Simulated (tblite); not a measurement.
# C4H9Ge: the cost of one run

Programs: tblite 0.8.0 and PySCF 2.14.0, with density-fitted response routines of our own. Each step states its level of theory. These are calculated values for one molecule in the gas phase, unless marked as measured. Atoms count from 0, in the outputs and in this text.

## 1. Starting geometry

14 atoms, charge 0, multiplicity 2; geometry from: force field or distance geometry start.

Bonds of the start (Å): C0–C1 1.50, C1–C2 1.47, C2–C3 1.48, C3–Ge4 1.96, Ge4–C0 1.95, C0–H5 1.10, C1–H6 1.11, C1–H7 1.13, C2–H8 1.12, C2–H9 1.13, C3–H10 1.11, C3–H11 1.10, Ge4–H12 1.53, Ge4–H13 1.53.

## 2. Optimising the geometry with GFN2-xTB

Job settings and geometry (Å):

```
{"job": {"kind": "relax", "xc": "GFN2-xTB", "basis": "xTB"}, "charge": 0, "multiplicity": 2}
C     -0.154800    -1.537000    -0.525900
C     -1.076100    -0.696100     0.315600
C     -0.873600     0.740000     0.080200
C      0.552300     1.142600     0.009300
Ge     1.486200    -0.581600    -0.064000
H     -0.361800    -1.459700    -1.607800
H     -2.137200    -0.938800     0.099700
H     -0.822900    -0.915500     1.399300
H     -1.478300     1.158000    -0.766600
H     -1.292900     1.266500     0.988100
H      0.740300     1.613600    -0.977000
H      0.901100     1.766500     0.840200
H      1.968300    -0.911000     1.351600
H      2.548700    -0.647900    -1.165000
```

The run is started by

```sh
> OMP_NUM_THREADS=1 python probes_run.py task.json out
```

One launch serves the whole session: the jobs run in the order shown.

Q: Estimate the wall time of this first job on 1 thread of Intel Xeon at 2.50GHz, shared host.

About 1.2 s.
